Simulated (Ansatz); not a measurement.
**[34]annulene (C34H34): one molecule under many settings**

Aim: run [34]annulene (C34H34) under a spread of inputs, and see what each costs and gives.

The runs use Ansatz 0.2.0, Gaussian basis; the settings change from run to run.

### 1 The geometry

An earlier PBE-D4/def2-SVP relaxation fixed the geometry.

SMILES `c1ccccccccccccccccccccccccccccccccc1`, 68 atoms, charge 0, spin multiplicity 1.

Atoms are counted from 1 here; the program's logs count them from 0.

Bond lengths: C1–C2 1.438 Å, C1–C34 1.380 Å, C1–H35 1.103 Å, C2–C3 1.378 Å, C2–H36 1.103 Å, C3–C4 1.448 Å, C3–H37 1.105 Å, C4–C5 1.380 Å, C4–H38 1.105 Å, C5–C6 1.437 Å, C5–H39 1.103 Å, C6–C7 1.380 Å, C6–H40 1.101 Å, C7–C8 1.437 Å, C7–H41 1.102 Å, C8–C9 1.382 Å, C8–H42 1.102 Å, C9–C10 1.435 Å and more. Angles: C2–C1–C34 125.9°, C2–C1–H35 116.7°, C34–C1–H35 117.0°, C1–C2–C3 126.8°, C1–C2–H36 116.2°, C3–C2–H36 116.7°, C2–C3–C4 130.3°, C2–C3–H37 115.6°, C4–C3–H37 114.0°, C3–C4–C5 130.7°, C3–C4–H38 113.9°, C5–C4–H38 115.0°, C4–C5–C6 127.4°, C4–C5–H39 115.5°, C6–C5–H39 116.6°, C5–C6–C7 125.9°, C5–C6–H40 117.4°, C7–C6–H40 116.4° and more.

### 2 PBE0/def2-SVP

This run has charge -1, multiplicity 2, atoms shaken by 0.08 Å, density fitting with def2-universal-jkfit, finite nuclei, D3(BJ) with three-body dispersion.

The input, in.yaml:

```yaml
crystal:
  periodic: [false, false, false]
  atoms:
    - {symbol: C, position_ang: [4.001372, -4.493532, 0.296936]}
    - {symbol: C, position_ang: [4.356076, -3.571803, -1.005719]}
    - {symbol: C, position_ang: [3.744123, -3.310190, -2.227288]}
    - {symbol: C, position_ang: [2.249733, -3.764693, -2.290966]}
    - {symbol: C, position_ang: [1.059560, -3.751147, -1.718398]}
    - {symbol: C, position_ang: [1.146590, -3.344269, -0.375043]}
    - {symbol: C, position_ang: [-0.317383, -2.965379, 0.528506]}
    - {symbol: C, position_ang: [-1.447519, -3.048160, -0.103165]}
    - {symbol: C, position_ang: [-2.601817, -2.286848, 0.496703]}
    - {symbol: C, position_ang: [-2.532922, -1.373802, 1.328875]}
    - {symbol: C, position_ang: [-3.399784, -0.326348, 1.729149]}
    - {symbol: C, position_ang: [-4.738951, -0.146683, 0.795785]}
    - {symbol: C, position_ang: [-5.318239, 1.038252, 0.837173]}
    - {symbol: C, position_ang: [-4.771574, 2.243223, 1.468733]}
    - {symbol: C, position_ang: [-5.275484, 3.607348, 1.206966]}
    - {symbol: C, position_ang: [-6.205261, 4.034963, -0.000867]}
    - {symbol: C, position_ang: [-5.979306, 5.176856, -0.594640]}
    - {symbol: C, position_ang: [-4.998217, 6.128611, -0.794736]}
    - {symbol: C, position_ang: [-3.545368, 5.741648, -0.528678]}
    - {symbol: C, position_ang: [-2.774270, 4.541244, -0.682965]}
    - {symbol: C, position_ang: [-3.239491, 3.178466, -1.137578]}
    - {symbol: C, position_ang: [-2.431972, 2.162582, -1.195426]}
    - {symbol: C, position_ang: [-1.069073, 1.747977, -0.987442]}
    - {symbol: C, position_ang: [-0.441825, 0.585576, -1.048704]}
    - {symbol: C, position_ang: [0.839248, 0.125174, -0.904739]}
    - {symbol: C, position_ang: [1.779125, 0.995071, -0.540042]}
    - {symbol: C, position_ang: [3.181768, 0.692564, -0.147403]}
    - {symbol: C, position_ang: [4.073624, 1.409992, 0.205947]}
    - {symbol: C, position_ang: [5.333326, 0.987481, 0.828257]}
    - {symbol: C, position_ang: [5.926933, -0.164858, 1.084565]}
    - {symbol: C, position_ang: [5.762452, -1.638698, 1.180486]}
    - {symbol: C, position_ang: [6.374877, -2.630985, 1.686545]}
    - {symbol: C, position_ang: [5.912848, -3.973037, 1.751312]}
    - {symbol: C, position_ang: [4.704435, -4.568993, 1.216489]}
    - {symbol: H, position_ang: [3.100199, -5.074421, 0.228864]}
    - {symbol: H, position_ang: [5.129393, -3.302653, -0.918101]}
    - {symbol: H, position_ang: [4.111709, -2.894405, -2.924091]}
    - {symbol: H, position_ang: [1.926686, -4.006862, -3.481473]}
    - {symbol: H, position_ang: [0.251948, -4.028301, -2.103964]}
    - {symbol: H, position_ang: [1.892583, -3.086879, 0.243539]}
    - {symbol: H, position_ang: [-0.109402, -2.472593, 1.350131]}
    - {symbol: H, position_ang: [-1.526563, -3.486575, -1.077815]}
    - {symbol: H, position_ang: [-3.554156, -2.496580, -0.272347]}
    - {symbol: H, position_ang: [-1.801647, -1.415217, 2.085978]}
    - {symbol: H, position_ang: [-3.203076, 0.479125, 2.407382]}
    - {symbol: H, position_ang: [-5.178835, -0.867329, 0.223520]}
    - {symbol: H, position_ang: [-6.096787, 1.159395, 0.225574]}
    - {symbol: H, position_ang: [-3.967917, 2.228459, 2.360201]}
    - {symbol: H, position_ang: [-4.529560, 4.392732, 1.699290]}
    - {symbol: H, position_ang: [-7.052674, 3.438645, 0.179932]}
    - {symbol: H, position_ang: [-6.880060, 5.422224, -1.258807]}
    - {symbol: H, position_ang: [-5.096878, 7.065144, -0.845913]}
    - {symbol: H, position_ang: [-2.990511, 6.666192, -0.637266]}
    - {symbol: H, position_ang: [-1.728521, 4.661445, -0.586034]}
    - {symbol: H, position_ang: [-4.248327, 3.189194, -1.390037]}
    - {symbol: H, position_ang: [-3.042704, 1.125479, -1.563796]}
    - {symbol: H, position_ang: [-0.467701, 2.722435, -0.546767]}
    - {symbol: H, position_ang: [-1.253578, -0.177699, -1.624356]}
    - {symbol: H, position_ang: [1.118306, -0.819073, -1.180133]}
    - {symbol: H, position_ang: [1.703126, 2.048154, -0.317306]}
    - {symbol: H, position_ang: [3.275957, -0.326891, -0.328814]}
    - {symbol: H, position_ang: [4.067282, 2.517495, 0.286403]}
    - {symbol: H, position_ang: [6.076085, 1.843868, 1.079569]}
    - {symbol: H, position_ang: [7.195070, -0.099616, 1.232024]}
    - {symbol: H, position_ang: [4.391134, -1.871374, 0.798354]}
    - {symbol: H, position_ang: [7.581638, -2.417467, 1.719566]}
    - {symbol: H, position_ang: [6.569724, -4.468288, 2.176752]}
    - {symbol: H, position_ang: [4.338580, -5.355347, 1.985856]}
basis:
  gaussian: {orbitals: def2-SVP, fitting: {mean_field: def2-universal-jkfit}, nuclear_model: gaussian}
total_charge: -1
magnetization: {spin_polarized: true, initial_magnetization: 1}
hamiltonian: {xc: {name: PBE0}, dispersion: d3bjatm}
```

On the command line:

```sh
ansatz run in.yaml --threads 2 --pin off --events-out ev --progress --plain --max-ram 32768MiB --backend cuda --devices 0, --max-vram 18GiB
```

Log:

```text
Functional definition: PBE0
  name "PBE0"
  cite "Adamo & Barone, J. Chem. Phys. 110, 6158 (1999) doi:10.1063/1.478522"
  cite "Perdew, Burke & Ernzerhof, Phys. Rev. Lett. 77, 3865 (1996) doi:10.1103/PhysRevLett.77.3865"
  parent pbe
  parameter a = 0.25
  parameter kappa = 0.804
  parameter beta = 0.06672455060314922
  exchange = (1 - a)*pbe_x(kappa = kappa, mu = beta*pi^2/3) + a*exact_x
  correlation = pbe_c(beta = beta)
3162 factors; integrals over basis functions are off by at most 3.1e-1 eV
mean field evaluation 1: about -35678.0664 eV, gradient 7.7e1 eV
mean field evaluation 2: about -35622.2647 eV, gradient 1.1e2 eV
mean field evaluation 4: about -35708.6415 eV, gradient 2.1e1 eV
mean field evaluation 8: about -35713.0399 eV, gradient 3.4e0 eV
mean field evaluation 16: about -35713.6952 eV, gradient 1.1e0 eV
mean field evaluation 32: about -35711.4141 eV, gradient 1.5e1 eV
mean field evaluation 64: about -35713.7261 eV, gradient 5.0e-5 eV
mean field evaluation 96: about -35713.7504 eV, gradient 3.0e-4 eV
mean field evaluation 128: about -35713.3659 eV, gradient 3.4e-1 eV
mean field -35713.75037688 eV, -1312.4561187007 hartree, gradient 2.6e-5 eV, S^2 1.892016; 10 other end points of the search recorded, 0 dependent functions left out
reference -35713.75044085 eV, -1312.4561210517 hartree; 120, 119 occupied and 526, 527 virtual orbitals, 3162 factors
Total energy: -35716.03225824 eV, -1312.5399762941 hartree
```

Run time: 64 s. Hardware: 1 × H100 (card shared with other runs) with 2 threads of AMD EPYC 7R13, shared host.

⟨S²⟩ 1.892. The spin excess of 1.14 shows a contaminated determinant.

### 3 PBE0/STO-3G

Options: multiplicity 3, coordinates scaled by 1.05, D4 dispersion.

The input, in.yaml:

```yaml
crystal:
  periodic: [false, false, false]
  atoms:
    - {symbol: C, position_ang: [4.199387, -4.657525, 0.154080]}
    - {symbol: C, position_ang: [4.577527, -3.824618, -1.046622]}
    - {symbol: C, position_ang: [3.786023, -3.611399, -2.238320]}
    - {symbol: C, position_ang: [2.339507, -3.972909, -2.536645]}
    - {symbol: C, position_ang: [1.161466, -3.933913, -1.693428]}
    - {symbol: C, position_ang: [1.063247, -3.420830, -0.277694]}
    - {symbol: C, position_ang: [-0.160593, -3.076871, 0.417812]}
    - {symbol: C, position_ang: [-1.569439, -3.209608, -0.105759]}
    - {symbol: C, position_ang: [-2.715848, -2.466986, 0.382952]}
    - {symbol: C, position_ang: [-2.675346, -1.438182, 1.483701]}
    - {symbol: C, position_ang: [-3.644877, -0.393144, 1.734462]}
    - {symbol: C, position_ang: [-4.917624, -0.123343, 0.969258]}
    - {symbol: C, position_ang: [-5.598089, 1.156430, 0.915249]}
    - {symbol: C, position_ang: [-5.092685, 2.422975, 1.559689]}
    - {symbol: C, position_ang: [-5.458823, 3.776085, 1.203712]}
    - {symbol: C, position_ang: [-6.488186, 4.224297, 0.198125]}
    - {symbol: C, position_ang: [-6.357543, 5.441183, -0.578432]}
    - {symbol: C, position_ang: [-5.151784, 6.354750, -0.667611]}
    - {symbol: C, position_ang: [-3.716898, 6.084138, -0.638933]}
    - {symbol: C, position_ang: [-2.902006, 4.815935, -0.747386]}
    - {symbol: C, position_ang: [-3.365237, 3.493543, -1.127731]}
    - {symbol: C, position_ang: [-2.557466, 2.232333, -1.282820]}
    - {symbol: C, position_ang: [-1.147889, 2.001075, -1.018237]}
    - {symbol: C, position_ang: [-0.523922, 0.654069, -1.209149]}
    - {symbol: C, position_ang: [0.859558, 0.255647, -0.974848]}
    - {symbol: C, position_ang: [1.977606, 1.104582, -0.463607]}
    - {symbol: C, position_ang: [3.305669, 0.592554, -0.159563]}
    - {symbol: C, position_ang: [4.413258, 1.463290, 0.344810]}
    - {symbol: C, position_ang: [5.742035, 1.104116, 0.822643]}
    - {symbol: C, position_ang: [6.391480, -0.225879, 1.106233]}
    - {symbol: C, position_ang: [5.838950, -1.567825, 1.148918]}
    - {symbol: C, position_ang: [6.669017, -2.740377, 1.598058]}
    - {symbol: C, position_ang: [6.271799, -4.126865, 1.762653]}
    - {symbol: C, position_ang: [4.996609, -4.836135, 1.350279]}
    - {symbol: H, position_ang: [3.244288, -5.305163, 0.057357]}
    - {symbol: H, position_ang: [5.655484, -3.401553, -1.055935]}
    - {symbol: H, position_ang: [4.350539, -3.143643, -3.137467]}
    - {symbol: H, position_ang: [2.136447, -4.218948, -3.652299]}
    - {symbol: H, position_ang: [0.165642, -4.213400, -2.214266]}
    - {symbol: H, position_ang: [2.051327, -3.179813, 0.270921]}
    - {symbol: H, position_ang: [-0.028509, -2.565113, 1.447236]}
    - {symbol: H, position_ang: [-1.740464, -3.892828, -1.024457]}
    - {symbol: H, position_ang: [-3.716153, -2.611199, -0.182251]}
    - {symbol: H, position_ang: [-1.721230, -1.408821, 2.137140]}
    - {symbol: H, position_ang: [-3.362288, 0.367314, 2.559265]}
    - {symbol: H, position_ang: [-5.341827, -0.975380, 0.309555]}
    - {symbol: H, position_ang: [-6.526005, 1.238495, 0.226998]}
    - {symbol: H, position_ang: [-4.231079, 2.315944, 2.323945]}
    - {symbol: H, position_ang: [-4.809105, 4.622366, 1.656381]}
    - {symbol: H, position_ang: [-7.436528, 3.577140, 0.039820]}
    - {symbol: H, position_ang: [-7.292112, 5.793932, -1.169154]}
    - {symbol: H, position_ang: [-5.418766, 7.472496, -0.833590]}
    - {symbol: H, position_ang: [-3.064168, 7.042626, -0.604802]}
    - {symbol: H, position_ang: [-1.766241, 4.956814, -0.561011]}
    - {symbol: H, position_ang: [-4.485454, 3.384049, -1.384193]}
    - {symbol: H, position_ang: [-3.160204, 1.309014, -1.641102]}
    - {symbol: H, position_ang: [-0.487334, 2.876391, -0.642377]}
    - {symbol: H, position_ang: [-1.239348, -0.179051, -1.580317]}
    - {symbol: H, position_ang: [1.119464, -0.851285, -1.188027]}
    - {symbol: H, position_ang: [1.779719, 2.231189, -0.267548]}
    - {symbol: H, position_ang: [3.501952, -0.535476, -0.337203]}
    - {symbol: H, position_ang: [4.179004, 2.599826, 0.341355]}
    - {symbol: H, position_ang: [6.425223, 2.008976, 1.061553]}
    - {symbol: H, position_ang: [7.513818, -0.148485, 1.393444]}
    - {symbol: H, position_ang: [4.722959, -1.752334, 0.913303]}
    - {symbol: H, position_ang: [7.742858, -2.474675, 1.948730]}
    - {symbol: H, position_ang: [7.020549, -4.791254, 2.349294]}
    - {symbol: H, position_ang: [4.668607, -5.698712, 2.053844]}
basis:
  gaussian: {orbitals: STO-3G}
magnetization: {spin_polarized: true, initial_magnetization: 2}
hamiltonian: {xc: {name: PBE0}, dispersion: d4}
scf: {omitted_lower_state_checks: [starts]}
```

Launched as before.

Log, cut to the lines that bear on the results:

```text
Functional definition: PBE0
  name "PBE0"
  cite "Adamo & Barone, J. Chem. Phys. 110, 6158 (1999) doi:10.1063/1.478522"
  cite "Perdew, Burke & Ernzerhof, Phys. Rev. Lett. 77, 3865 (1996) doi:10.1103/PhysRevLett.77.3865"
  parent pbe
[...]
2912 factors; integrals over basis functions are off by at most 4.8e-5 eV
[...]
mean field -35320.36228609 eV, -1297.9993730125 hartree, gradient 4.6e-6 eV, S^2 3.082400; 0 other end points of the search recorded, 0 dependent functions left out
reference -35320.36234372 eV, -1297.9993751302 hartree; 120, 118 occupied and 84, 86 virtual orbitals, 2912 factors
Total energy: -35322.36346352 eV, -1298.0729149264 hartree
Checks for a lower state left out: starts
```

It took 20 s on 1 × H100 (card shared with other runs) with 2 threads of AMD EPYC 7R13, shared host.

⟨S²⟩ 3.082. The spin excess of 1.08 shows a contaminated determinant.

### 4 RPA/cc-pVDZ

Options: charge +1, multiplicity 2, density fitting with def2-universal-jkfit.

The input, in.yaml:

```yaml
crystal:
  periodic: [false, false, false]
  atoms:
    - {symbol: C, position_ang: [3.999416, -4.435738, 0.146743]}
    - {symbol: C, position_ang: [4.359550, -3.642493, -0.996783]}
    - {symbol: C, position_ang: [3.605737, -3.439428, -2.131734]}
    - {symbol: C, position_ang: [2.228102, -3.783723, -2.415852]}
    - {symbol: C, position_ang: [1.106158, -3.746584, -1.612788]}
    - {symbol: C, position_ang: [1.012616, -3.257934, -0.264471]}
    - {symbol: C, position_ang: [-0.152946, -2.930353, 0.397916]}
    - {symbol: C, position_ang: [-1.494704, -3.056770, -0.100723]}
    - {symbol: C, position_ang: [-2.586522, -2.349510, 0.364716]}
    - {symbol: C, position_ang: [-2.547948, -1.369697, 1.413049]}
    - {symbol: C, position_ang: [-3.471312, -0.374423, 1.651868]}
    - {symbol: C, position_ang: [-4.683452, -0.117470, 0.923103]}
    - {symbol: C, position_ang: [-5.331514, 1.101362, 0.871666]}
    - {symbol: C, position_ang: [-4.850176, 2.307595, 1.485418]}
    - {symbol: C, position_ang: [-5.198879, 3.596271, 1.146392]}
    - {symbol: C, position_ang: [-6.179225, 4.023140, 0.188691]}
    - {symbol: C, position_ang: [-6.054803, 5.182079, -0.550887]}
    - {symbol: C, position_ang: [-4.906461, 6.052143, -0.635820]}
    - {symbol: C, position_ang: [-3.539903, 5.794418, -0.608507]}
    - {symbol: C, position_ang: [-2.763815, 4.586604, -0.711796]}
    - {symbol: C, position_ang: [-3.204987, 3.327183, -1.074029]}
    - {symbol: C, position_ang: [-2.435682, 2.126031, -1.221733]}
    - {symbol: C, position_ang: [-1.093228, 1.905785, -0.969750]}
    - {symbol: C, position_ang: [-0.498973, 0.622922, -1.151571]}
    - {symbol: C, position_ang: [0.818627, 0.243473, -0.928427]}
    - {symbol: C, position_ang: [1.883434, 1.051983, -0.441531]}
    - {symbol: C, position_ang: [3.148256, 0.564337, -0.151965]}
    - {symbol: C, position_ang: [4.203103, 1.393610, 0.328390]}
    - {symbol: C, position_ang: [5.468605, 1.051539, 0.783469]}
    - {symbol: C, position_ang: [6.087124, -0.215123, 1.053555]}
    - {symbol: C, position_ang: [5.560905, -1.493166, 1.094208]}
    - {symbol: C, position_ang: [6.351445, -2.609883, 1.521960]}
    - {symbol: C, position_ang: [5.973142, -3.930348, 1.678717]}
    - {symbol: C, position_ang: [4.758675, -4.605843, 1.285980]}
    - {symbol: H, position_ang: [3.089798, -5.052536, 0.054625]}
    - {symbol: H, position_ang: [5.386175, -3.239575, -1.005652]}
    - {symbol: H, position_ang: [4.143370, -2.993946, -2.988064]}
    - {symbol: H, position_ang: [2.034712, -4.018046, -3.478380]}
    - {symbol: H, position_ang: [0.157754, -4.012762, -2.108824]}
    - {symbol: H, position_ang: [1.953645, -3.028393, 0.258020]}
    - {symbol: H, position_ang: [-0.027152, -2.442964, 1.378320]}
    - {symbol: H, position_ang: [-1.657585, -3.707455, -0.975673]}
    - {symbol: H, position_ang: [-3.539193, -2.486857, -0.173572]}
    - {symbol: H, position_ang: [-1.639267, -1.341734, 2.035372]}
    - {symbol: H, position_ang: [-3.202179, 0.349822, 2.437395]}
    - {symbol: H, position_ang: [-5.087454, -0.928934, 0.294814]}
    - {symbol: H, position_ang: [-6.215243, 1.179519, 0.216188]}
    - {symbol: H, position_ang: [-4.029599, 2.205661, 2.213281]}
    - {symbol: H, position_ang: [-4.580100, 4.402254, 1.577506]}
    - {symbol: H, position_ang: [-7.082408, 3.406800, 0.037924]}
    - {symbol: H, position_ang: [-6.944869, 5.518030, -1.113480]}
    - {symbol: H, position_ang: [-5.160729, 7.116663, -0.793895]}
    - {symbol: H, position_ang: [-2.918256, 6.707263, -0.576002]}
    - {symbol: H, position_ang: [-1.682135, 4.720776, -0.534296]}
    - {symbol: H, position_ang: [-4.271861, 3.222904, -1.318279]}
    - {symbol: H, position_ang: [-3.009718, 1.246680, -1.562954]}
    - {symbol: H, position_ang: [-0.464127, 2.739420, -0.611787]}
    - {symbol: H, position_ang: [-1.180331, -0.170524, -1.505064]}
    - {symbol: H, position_ang: [1.066156, -0.810747, -1.131455]}
    - {symbol: H, position_ang: [1.694970, 2.124942, -0.254807]}
    - {symbol: H, position_ang: [3.335192, -0.509977, -0.321145]}
    - {symbol: H, position_ang: [3.980004, 2.476025, 0.325100]}
    - {symbol: H, position_ang: [6.119260, 1.913310, 1.011003]}
    - {symbol: H, position_ang: [7.156018, -0.141414, 1.327090]}
    - {symbol: H, position_ang: [4.498056, -1.668889, 0.869812]}
    - {symbol: H, position_ang: [7.374150, -2.356833, 1.855933]}
    - {symbol: H, position_ang: [6.686237, -4.563099, 2.237423]}
    - {symbol: H, position_ang: [4.446292, -5.427345, 1.956042]}
basis:
  gaussian: {orbitals: cc-pVDZ, fitting: {mean_field: def2-universal-jkfit}}
total_charge: 1
magnetization: {spin_polarized: true, initial_magnetization: 1}
hamiltonian: {xc: {name: PBE}}
correlation: {method: rpa}
```

The command is unchanged.

Log, cut to the lines that bear on the results:

```text
Functional definition: PBE
  name "PBE"
  cite "Perdew, Burke & Ernzerhof, Phys. Rev. Lett. 77, 3865 (1996) doi:10.1103/PhysRevLett.77.3865"
  parent pbe
[...]
3162 factors; integrals over basis functions are off by at most 2.3e-1 eV
[...]
mean field -35754.93652313 eV, -1313.9696816587 hartree, gradient 4.6e-6 eV, S^2 0.752196; 10 other end points of the search recorded, 0 dependent functions left out
34 core orbitals not correlated: weight in the atoms' cores, before any rotation towards them, 1.000 or more for the frozen orbitals, at most 0.000 for the correlated occupied ones
reference -35553.96423339 eV, -1306.5840862346 hartree; 85, 84 occupied and 527, 528 virtual orbitals, 3162 factors
Total energy: -35748.19842553 eV, -1313.7220611392 hartree
```

Wall time 91 s (1 × H100 (card shared with other runs) with 2 threads of AMD EPYC 7R13, shared host); peak host memory 3.9 GiB.

⟨S²⟩ 0.752.

### 5 PBE0/6-31G*

Set apart from the defaults: density fitting with def2-universal-jkfit, a grid of angular degree 23, the search for lower states set to off.

Edit in.yaml of step 4 so:

```diff
@@ -72,6 +72,5 @@
 basis:
-  gaussian: {orbitals: cc-pVDZ, fitting: {mean_field: def2-universal-jkfit}}
-total_charge: 1
-magnetization: {spin_polarized: true, initial_magnetization: 1}
-hamiltonian: {xc: {name: PBE}}
-correlation: {method: rpa}
+  gaussian: {orbitals: "6-31G*", fitting: {mean_field: def2-universal-jkfit}, final_grid: {core_spheres: 8, valence_spheres: 7, degree: 23}}
+hamiltonian: {xc: {name: PBE0}}
+scf: {lower_state_search: off}
+output: {forces: true}
```

Same command.

Log, cut to the lines that bear on the results:

```text
Functional definition: PBE0
  name "PBE0"
  cite "Adamo & Barone, J. Chem. Phys. 110, 6158 (1999) doi:10.1063/1.478522"
  cite "Perdew, Burke & Ernzerhof, Phys. Rev. Lett. 77, 3865 (1996) doi:10.1103/PhysRevLett.77.3865"
  parent pbe
[...]
3162 factors; integrals over basis functions are off by at most 5.7e-2 eV
[...]
mean field -35761.23429104 eV, -1314.2011203606 hartree, gradient 6.4e-6 eV, S^2 0.000000; 0 other end points of the search recorded, 0 dependent functions left out
[...]
reference -35761.23432347 eV, -1314.2011215523 hartree; 119, 119 occupied and 459, 459 virtual orbitals, 3162 factors
Total energy: -35761.23432347 eV, -1314.2011215523 hartree
Atom 0 at     3.999416    -4.435738     0.146743 Å, force     0.108945    -0.316905     0.560832 eV/Å
Atom 1 at     4.359550    -3.642493    -0.996783 Å, force    -0.043196     0.236016    -0.606015 eV/Å
[...]
Atom 60 at     3.335192    -0.509977    -0.321145 Å, force    -0.067516     0.520797     0.045526 eV/Å
Atom 61 at     3.980004     2.476025     0.325100 Å, force     0.117510    -0.476728    -0.014125 eV/Å
Atom 62 at     6.119260     1.913310     1.011003 Å, force    -0.305955    -0.386345    -0.084938 eV/Å
Atom 63 at     7.156018    -0.141414     1.327090 Å, force    -0.460800    -0.025994    -0.126167 eV/Å
Atom 64 at     4.498056    -1.668889     0.869812 Å, force     0.506918     0.059383     0.131232 eV/Å
Atom 65 at     7.374150    -2.356833     1.855933 Å, force    -0.456118    -0.117203    -0.125845 eV/Å
Atom 66 at     6.686237    -4.563099     2.237423 Å, force    -0.297762     0.272797    -0.285802 eV/Å
Atom 67 at     4.446292    -5.427345     1.956042 Å, force     0.121226     0.398411    -0.279283 eV/Å
Dipole moment:    -0.128512     0.063212    -0.068807 e Å
Checks for a lower state left out: stability, starts, cluster_reference, orbital_swaps, neighbouring_geometries, increment
```

It took 11 s on 1 × H100 (card shared with other runs) with 2 threads of AMD EPYC 7R13, shared host; peak host memory 1.4 GiB.

Largest force 0.785 eV/Å, dipole 0.76 D.

### 6 The runs in one table

| level | charge | multiplicity | geometry | functions | energy (eV) | time |
| --- | --- | --- | --- | --- | --- | --- |
| PBE0/def2-SVP | -1 | 2 | shaken | 646 | -35716.032 | 64 s |
| PBE0/STO-3G | 0 | 3 | scaled | 204 | -35322.363 | 20 s |
| RPA/cc-pVDZ | 1 | 2 | relaxed | 646 | -35748.198 | 91 s |
| PBE0/6-31G* | 0 | 1 | relaxed | 578 | -35761.234 | 11 s |

### 7 Summary of results

| quantity | value |
| --- | --- |
| runs | 4 |
| quickest | PBE0/6-31G*, 11 s |
| slowest | RPA/cc-pVDZ, 91 s |

In words: The runs differ in state or geometry as well as level, so their energies can't be set against each other. Run time spans a factor of 8, from PBE0/6-31G* to RPA/cc-pVDZ. The jobs differ in tasks and options as well as level. At the PBE-D4/def2-SVP geometry and in the same state, runs without warnings or point charges leave forces up to 0.78 eV/Å (PBE0/6-31G*).
